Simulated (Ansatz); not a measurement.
# C₃H₅FGe: up Jacob's ladder to CCSD(T)

An exercise on one series of results from a longer session: the logs are not shown, and one member is left open.

The runs use Ansatz 0.2.0, Gaussian basis; functionals in def2-TZVPP, the program's frozen cores in correlated methods.

Levels to be run: PBE-D4, r2SCAN-D4, PBE0-D4, B3LYP-D4, ωB97X-V, ωB97M-V, B2PLYP; CCSD(T)/def2-TZVPP; MP2/def2-QZVPP; extrapolation to the limit.

## Structure used throughout

The geometry comes from an earlier relaxation with PBE0-D4 in a triple-zeta def2 set; it is a stationary point, not always the lowest conformer.

10 atoms, charge 0, spin multiplicity 1.

Atoms are counted from 1 here; the program's logs count them from 0.

Bond lengths: F1–C2 1.277 Å, C2–C3 1.196 Å, C3–C4 1.447 Å, C4–Ge5 1.975 Å, C4–H6 1.093 Å, C4–H7 1.093 Å, Ge5–H8 1.535 Å, Ge5–H9 1.539 Å, Ge5–H10 1.535 Å. Angles: F1–C2–C3 179.1°, C2–C3–C4 177.5°, C3–C4–Ge5 111.2°, C3–C4–H6 110.9°, C3–C4–H7 110.9°, Ge5–C4–H6 108.2°, Ge5–C4–H7 108.2°, H6–C4–H7 107.4°, C4–Ge5–H8 109.2°, C4–Ge5–H9 109.2°, C4–Ge5–H10 109.2°, H8–Ge5–H9 109.7°, H8–Ge5–H10 109.8°, H9–Ge5–H10 109.7°.

Geometry (Å):

```xyz
10

F     2.0836   -0.5749    2.8925
C     1.3877   -0.6512    1.8250
C     0.7398   -0.7413    0.8241
C    -0.0562   -0.7898   -0.3830
Ge   -0.7891    0.9899   -0.8273
H    -0.8924   -1.4846   -0.2709
H     0.5419   -1.1335   -1.2308
H    -1.6770    1.4731    0.3286
H    -1.6251    0.8866   -2.1155
H     0.3699    1.9744   -1.0399
```

Set-up of the first run:

in.yaml reads:

```yaml
crystal:
  periodic: [false, false, false]
  atoms:
    - {symbol: F, position_ang: [2.083561, -0.574945, 2.892544]}
    - {symbol: C, position_ang: [1.387674, -0.651180, 1.824960]}
    - {symbol: C, position_ang: [0.739839, -0.741291, 0.824107]}
    - {symbol: C, position_ang: [-0.056160, -0.789792, -0.382995]}
    - {symbol: Ge, position_ang: [-0.789111, 0.989950, -0.827255]}
    - {symbol: H, position_ang: [-0.892426, -1.484620, -0.270896]}
    - {symbol: H, position_ang: [0.541919, -1.133503, -1.230847]}
    - {symbol: H, position_ang: [-1.676994, 1.473065, 0.328568]}
    - {symbol: H, position_ang: [-1.625066, 0.886571, -2.115526]}
    - {symbol: H, position_ang: [0.369863, 1.974445, -1.039860]}
basis:
  gaussian: {orbitals: def2-TZVPP}
hamiltonian: {xc: pbe, dispersion: d4}
output: {forces: true, orbitals: {seedname: orbitals}}
```

The run is started by

```console
$ ansatz run in.yaml --threads 4 --pin off --events-out ev --progress --plain --max-ram 10444MiB
```

Steps of the session up to this table: PBE-D4 (GGA); r2SCAN-D4 (meta-GGA); PBE0-D4 (hybrid); B3LYP-D4 (hybrid); ωB97X-V (range-separated); ωB97M-V (range-separated); B2PLYP (double hybrid); CCSD(T) in def2-TZVPP; MP2 in def2-QZVPP.

One table of the session follows, with a row left open; its other results are not shown here.

| method | atomisation energy (kJ/mol) |
| --- | --- |
| PBE-D4 | 3767.4 |
| r2SCAN-D4 | 3676.9 |
| PBE0-D4 | 3683.2 |
| B3LYP-D4 | 3654.4 |
| ωB97X-V | 3670.6 |
| ωB97M-V | ? |
| B2PLYP | 3628.1 |
| HF/def2-TZVPP | 2606.5 |
| MP2/def2-TZVPP | 3657.2 |
| CCSD/def2-TZVPP | 3513.2 |
| CCSD(T)/def2-TZVPP | 3579.4 |
| MP2/CBS | 3740.6 |
| CCSD(T)/CBS | 3662.8 |

**Question.** Estimate the row for ωB97M-V.

**Answer.** atomisation energy (kJ/mol): 3660.7. In the column «atomisation energy (kJ/mol)» it lies between MP2/def2-TZVPP (3657.2) and CCSD(T)/CBS (3662.8).

Among the levels timed on like hardware and quicker than the yardstick, those that no quicker one beats, quickest first: PBE-D4 (2.6 s, +104.6 kJ/mol); PBE0-D4 (3.3 s, +20.3 kJ/mol); B3LYP-D4 (4.8 s, -8.5 kJ/mol); ωB97X-V (8 s, +7.8 kJ/mol); ωB97M-V (13 s, -2.1 kJ/mol).

B2PLYP carry no dispersion term (for B3LYP, D4 adds 29.4 kJ/mol).

Caveats from the session: Free atoms (1 F, 3 C, 1 Ge, 5 H) were run apart at each level; the atomisation energy is their sum less the molecule, without zero-point or spin-orbit terms.
